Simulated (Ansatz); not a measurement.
**Si2HF5: basis-set convergence**

One table from this session's results is given with a row withheld; the runs are named, their logs left out.

Computed with Ansatz 0.2.0, Gaussian basis. Level: one geometry, several basis sets.

Plan: PBE0-D4/def2-SVP; ωB97M-V/def2-SVP; PBE0-D4/def2-QZVPP; ωB97M-V/def2-QZVPP; the functionals' def2-TZVPP values are taken from earlier runs.

**Structure used throughout**

An earlier PBE0-D4 in a triple-zeta def2 set relaxation fixed the geometry.

8 atoms, charge 0, spin multiplicity 1.

Atoms are counted from 1 here; the program's logs count them from 0.

Bond lengths: F1–Si2 1.586 Å, Si2–F3 1.586 Å, Si2–Si4 2.346 Å, Si2–H8 1.477 Å, Si4–F5 1.578 Å, Si4–F6 1.578 Å, Si4–F7 1.576 Å. Angles: F1–Si2–F3 108.2°, F1–Si2–Si4 108.0°, F1–Si2–H8 108.7°, F3–Si2–Si4 108.1°, F3–Si2–H8 108.7°, Si4–Si2–H8 115.0°, Si2–Si4–F5 110.7°, Si2–Si4–F6 110.7°, Si2–Si4–F7 112.0°, F5–Si4–F6 107.5°, F5–Si4–F7 107.9°, F6–Si4–F7 107.9°.

The first run:

The input, in.yaml:

```yaml
crystal:
  periodic: [false, false, false]
  atoms:
    - {symbol: F, position_ang: [1.201878, -0.680952, 1.775009]}
    - {symbol: Si, position_ang: [0.187475, -1.009928, 0.600950]}
    - {symbol: F, position_ang: [0.882303, -2.044051, -0.380601]}
    - {symbol: Si, position_ang: [-0.210225, 0.970450, -0.592200]}
    - {symbol: F, position_ang: [-1.186790, 0.705731, -1.803736]}
    - {symbol: F, position_ang: [-0.886617, 2.054215, 0.334948]}
    - {symbol: F, position_ang: [1.119761, 1.589473, -1.169194]}
    - {symbol: H, position_ang: [-1.015483, -1.642136, 1.179124]}
basis:
  gaussian: {orbitals: def2-SVP}
hamiltonian: {xc: pbe0, dispersion: d4}
output: {orbitals: {seedname: orbitals}}
```

Run with:

```bash
$ ansatz run in.yaml --threads 4 --pin off --events-out ev --progress --plain --max-ram 10444MiB
```

Steps of the session up to this table: PBE0-D4 in def2-SVP; ωB97M-V in def2-SVP; PBE0-D4 in def2-QZVPP; ωB97M-V in def2-QZVPP.

One of the session's tables, all rows but one given; the rest of the session is left out.

It belongs to the step «Functionals by basis». 

```
functional       basis  HOMO (eV)
   PBE0-D4    def2-SVP      -9.41
   PBE0-D4  def2-TZVPP      -9.53
   PBE0-D4  def2-QZVPP      -9.56
   ωB97M-V    def2-SVP     -11.49
   ωB97M-V  def2-TZVPP     -11.63
   ωB97M-V  def2-QZVPP          ?
```

Q: Estimate the row for ωB97M-V, def2-QZVPP from the others.

As computed: HOMO (eV): -11.67. In the column «HOMO (eV)» it is the lowest.
